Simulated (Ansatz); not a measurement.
# One shape, several levels: doublet [Si2H5ClO2]+

Wanted: a comparison of 6 runs (UHF/STO-3G, UHF/cc-pVDZ, UBHLYP/cc-pVDZ, UPBE/cc-pVDZ, UMP2/cc-pVDZ, UCCSD/cc-pVDZ) of doublet [Si2H5ClO2]+. 

The calculation is run with Ansatz 0.2.0.

45 further runs of the same task are left out: 45 set aside as unsound or not needed.

## 1. The structure to begin with

[Si2H5ClO2]+ has 10 atoms, charge +1, and is taken as a doublet. As SMILES of the parent species, `O[SiH2][SiH](O)Cl`. The shape is that of a PBE0-D4/def2-TZVP optimisation. This is one conformer, not always the lowest. That shape belongs to the parent species and isn't relaxed for this state.

Bond lengths: O1–Si2 1.650 Å, Si2–Si3 2.348 Å, Si3–O4 1.649 Å, Si3–Cl5 2.066 Å, O1–H6 0.960 Å, Si2–H7 1.491 Å, Si2–H8 1.483 Å, Si3–H9 1.486 Å, O4–H10 0.960 Å. Some angles: O1–Si2–Si3 106.6°, Si2–Si3–O4 101.2°, Si2–Si3–Cl5 111.9°, O4–Si3–Cl5 110.1°, O1–Si2–H7 111.9°, O1–Si2–H8 108.3°, Si3–Si2–H7 109.2°, Si3–Si2–H8 112.4°, Si2–O1–H6 115.5°, Si2–Si3–H9 117.8°.

## 2. The energy at UHF/STO-3G (run 1)

in.yaml reads:

```yaml
basis:
  gaussian: {orbitals: STO-3G}
crystal:
  periodic: [false, false, false]
  atoms:
    - {symbol: O, position_ang: [-0.930000, 0.870600, 1.737400]}
    - {symbol: Si, position_ang: [-0.447400, 1.332200, 0.228900]}
    - {symbol: Si, position_ang: [0.341100, -0.602400, -0.843800]}
    - {symbol: O, position_ang: [0.842400, -1.502200, 0.443500]}
    - {symbol: Cl, position_ang: [-1.163400, -1.590800, -1.857000]}
    - {symbol: H, position_ang: [-0.481100, 0.102500, 2.098700]}
    - {symbol: H, position_ang: [0.646000, 2.345000, 0.279800]}
    - {symbol: H, position_ang: [-1.611200, 1.931000, -0.468100]}
    - {symbol: H, position_ang: [1.430200, -0.446300, -1.842900]}
    - {symbol: H, position_ang: [1.198600, -2.379200, 0.286500]}
total_charge: 1
magnetization: {spin_polarized: true, initial_magnetization: 1}
hamiltonian: {xc: hf}
accuracy: high
output: {orbitals: {seedname: orbitals}}
```

Run with:

```bash
ansatz run in.yaml --threads 1 --pin off --max-ram 2610MiB --events-out events.jsonl --progress --plain --runs-dir runs
```

What it wrote:

```text
Warning: RAYON_NUM_THREADS=1 ignored (pool sized by the plan → 1); use --threads N
Functional definition: HF
  name "HF"
  exchange = exact_x
  correlation = 0
869 factors; integrals over basis functions are off by at most 4.8e-8 eV
mean field evaluation 1: about -31998.9369 eV, gradient 2.8e1 eV
mean field evaluation 2: about -31999.0178 eV, gradient 2.8e1 eV
mean field evaluation 4: about -32005.4386 eV, gradient 2.3e0 eV
mean field evaluation 8: about -32006.0003 eV, gradient 1.8e0 eV
mean field evaluation 16: about -32006.6178 eV, gradient 3.8e-6 eV
mean field evaluation 32: about -32005.7494 eV, gradient 5.6e-1 eV
mean field evaluation 64: about -32005.8339 eV, gradient 4.1e-2 eV
mean field evaluation 96: about -32003.5331 eV, gradient 1.7e0 eV
mean field evaluation 128: about -32006.5063 eV, gradient 8.1e-1 eV
mean field -32006.61782962 eV, -1176.2215103738 hartree, gradient 2.0e-8 eV, S^2 0.758280; 3 other end points of the search recorded, 0 dependent functions left out
reference -32006.61782962 eV, -1176.2215103738 hartree; 33, 32 occupied and 9, 10 virtual orbitals, 869 factors
Total energy: -32006.61782962 eV, -1176.2215103738 hartree
```

Wall time 2 s (1 thread of Arm Neoverse V2, shared host); peak memory 0.14 GiB.

## 3. The energy at UHF/cc-pVDZ (run 2)

run.yaml reads:

```yaml
crystal:
  periodic: [false, false, false]
  atoms:
    - {symbol: O, position_ang: [-0.930000, 0.870600, 1.737400]}
    - {symbol: Si, position_ang: [-0.447400, 1.332200, 0.228900]}
    - {symbol: Si, position_ang: [0.341100, -0.602400, -0.843800]}
    - {symbol: O, position_ang: [0.842400, -1.502200, 0.443500]}
    - {symbol: Cl, position_ang: [-1.163400, -1.590800, -1.857000]}
    - {symbol: H, position_ang: [-0.481100, 0.102500, 2.098700]}
    - {symbol: H, position_ang: [0.646000, 2.345000, 0.279800]}
    - {symbol: H, position_ang: [-1.611200, 1.931000, -0.468100]}
    - {symbol: H, position_ang: [1.430200, -0.446300, -1.842900]}
    - {symbol: H, position_ang: [1.198600, -2.379200, 0.286500]}
basis:
  gaussian: {orbitals: cc-pVDZ}
accuracy: high
output: {orbitals: {seedname: orbitals}}
magnetization: {spin_polarized: true, initial_magnetization: 1}
total_charge: 1
hamiltonian: {xc: hf}
```

Run with:

```bash
ansatz run run.yaml --threads 1 --pin off --max-ram 2610MiB --events-out events.jsonl --progress --plain --runs-dir runs
```

What it wrote:

```text
Warning: RAYON_NUM_THREADS=1 ignored (pool sized by the plan → 1); use --threads N
[... 4 set-up lines as earlier in the session ...]
2471 factors; integrals over basis functions are off by at most 5.7e-9 eV
mean field evaluation 1: about -32367.7933 eV, gradient 4.3e1 eV
mean field evaluation 2: about -32367.8126 eV, gradient 4.3e1 eV
mean field evaluation 4: about -32375.4052 eV, gradient 3.1e0 eV
mean field evaluation 8: about -32375.5410 eV, gradient 2.0e-1 eV
mean field evaluation 16: about -32375.5428 eV, gradient 2.8e-8 eV
mean field evaluation 32: about -32374.2436 eV, gradient 1.8e0 eV
mean field -32375.54278058 eV, -1189.7792522551 hartree, gradient 2.9e-8 eV, S^2 0.768283; 0 other end points of the search recorded, 0 dependent functions left out
reference -32375.54278058 eV, -1189.7792522551 hartree; 33, 32 occupied and 74, 75 virtual orbitals, 2471 factors
Total energy: -32375.54278058 eV, -1189.7792522551 hartree
```

Wall time 11 s (1 thread of Arm Neoverse V2, shared host); peak memory 0.52 GiB.

Run 3 isn't shown in full; the table further down has it.

## 4. A single-point energy at UPBE/cc-pVDZ (run 4)

input.yaml reads:

```yaml
crystal:
  periodic: [false, false, false]
  atoms:
    - symbol: O
      position_ang: [-0.930000, 0.870600, 1.737400]
    - symbol: Si
      position_ang: [-0.447400, 1.332200, 0.228900]
    - symbol: Si
      position_ang: [0.341100, -0.602400, -0.843800]
    - symbol: O
      position_ang: [0.842400, -1.502200, 0.443500]
    - symbol: Cl
      position_ang: [-1.163400, -1.590800, -1.857000]
    - symbol: H
      position_ang: [-0.481100, 0.102500, 2.098700]
    - symbol: H
      position_ang: [0.646000, 2.345000, 0.279800]
    - symbol: H
      position_ang: [-1.611200, 1.931000, -0.468100]
    - symbol: H
      position_ang: [1.430200, -0.446300, -1.842900]
    - symbol: H
      position_ang: [1.198600, -2.379200, 0.286500]
basis:
  gaussian: {orbitals: cc-pVDZ}
total_charge: 1
magnetization: {spin_polarized: true, initial_magnetization: 1}
hamiltonian: {xc: {name: PBE}}
accuracy: high
output: {orbitals: {seedname: orbitals}}
```

Run with:

```bash
ansatz run input.yaml --threads 1 --pin off --max-ram 2610MiB --events-out events.jsonl --progress --plain --runs-dir runs
```

What it wrote:

```text
Warning: RAYON_NUM_THREADS=1 ignored (pool sized by the plan → 1); use --threads N
Functional definition: PBE
  name "PBE"
  parameter kappa = 0.804
  parameter beta = 0.06672455060314922
  exchange = pbe_x(kappa = kappa, mu = beta*pi^2/3)
  correlation = pbe_c(beta = beta)
2471 factors; integrals over basis functions are off by at most 5.7e-9 eV
mean field evaluation 1: about -32410.4417 eV, gradient 7.2e1 eV
mean field evaluation 2: about -32187.0645 eV, gradient 2.0e2 eV
mean field evaluation 4: about -32419.8866 eV, gradient 4.0e1 eV
mean field evaluation 8: about -32429.4984 eV, gradient 2.7e0 eV
mean field evaluation 16: about -32429.5466 eV, gradient 5.7e-3 eV
mean field evaluation 32: about -32426.2706 eV, gradient 1.7e1 eV
mean field -32429.54656443 eV, -1191.7638547068 hartree, gradient 4.2e-8 eV, S^2 0.752065; 6 other end points of the search recorded, 0 dependent functions left out
reference -32429.54656831 eV, -1191.7638548494 hartree; 33, 32 occupied and 74, 75 virtual orbitals, 2471 factors
Total energy: -32429.54656831 eV, -1191.7638548494 hartree
```

Wall time 21 s (1 thread of Arm Neoverse V2, shared host); peak memory 0.43 GiB.

Run 5 isn't shown in full; the table further down has it.

## 5. A single-point energy at UCCSD/cc-pVDZ (run 6)

in.yaml: that of step 2 with these lines changed.

```diff
@@ -1,3 +1 @@
-basis:
-  gaussian: {orbitals: STO-3G}
 crystal:
@@ -15,6 +13,8 @@
     - {symbol: H, position_ang: [1.198600, -2.379200, 0.286500]}
+basis:
+  gaussian: {orbitals: cc-pVDZ}
 total_charge: 1
 magnetization: {spin_polarized: true, initial_magnetization: 1}
-hamiltonian: {xc: hf}
+correlation: {method: ccsd, frozen_orbitals: {Cl: 5, H: 0, O: 1, Si: 5}}
 accuracy: high
-output: {orbitals: {seedname: orbitals}}
+scf: {omitted_lower_state_checks: [cluster_reference, increment]}
```

Run with:

```bash
ansatz run in.yaml --threads 1 --pin off --max-ram 2610MiB --events-out events.jsonl --progress --plain --runs-dir runs
```

What it wrote:

```text
Warning: RAYON_NUM_THREADS=1 ignored (pool sized by the plan → 1); use --threads N
[... 13 lines left out ...]
17 core orbitals not correlated: weight in the atoms' cores, before any rotation towards them, 1.000 or more for the frozen orbitals, at most 0.000 for the correlated occupied ones
[... 37 lines left out ...]
Total energy: -32395.79423510 eV, -1190.5234794819 hartree
Checks for a lower state left out: cluster_reference, increment
```

Run time: 2.6 min. Hardware: 1 thread of Arm Neoverse V2, shared host; peak memory 1.6 GiB.

## 6. All runs side by side

```csv
run,level,frozen core orbitals,energy (Eh),HOMO energy (eV),LUMO energy (eV),⟨S²⟩,wall time
1,UHF/STO-3G,–,-1176.221510,-13.99,-3.93,0.758,2 s
2,UHF/cc-pVDZ,–,-1189.779252,-17.65,-8.76,0.768,11 s
3,UBHLYP/cc-pVDZ,–,-1192.323454,-15.45,-11.15,0.762,30 s
4,UPBE/cc-pVDZ,–,-1191.763855,-12.71,-12.11,0.752,21 s
5,UMP2/cc-pVDZ,17,-1190.475027,–,–,0.768,13 s
6,UCCSD/cc-pVDZ,17,-1190.523479,–,–,0.768,2.6 min
```

## 7. Results

```
                                           quantity           value
                                run 6: total energy  -1190.52348 Eh
run 6: correlation energy (17 core orbitals frozen)      -744.2 mEh
           run 6: ⟨S²⟩ of the reference determinant           0.768
                               run 6: T1 diagnostic           0.025
```

In words: Below the UHF energy at the same shape and in the same basis (cc-pVDZ): UMP2 -695.8 mEh; UCCSD -744.2 mEh. Totals of different functionals can't be ranked against each other. In run 1 the basis is minimal, so the values are rough. All runs together took 3.9 min, the longest 2.6 min.
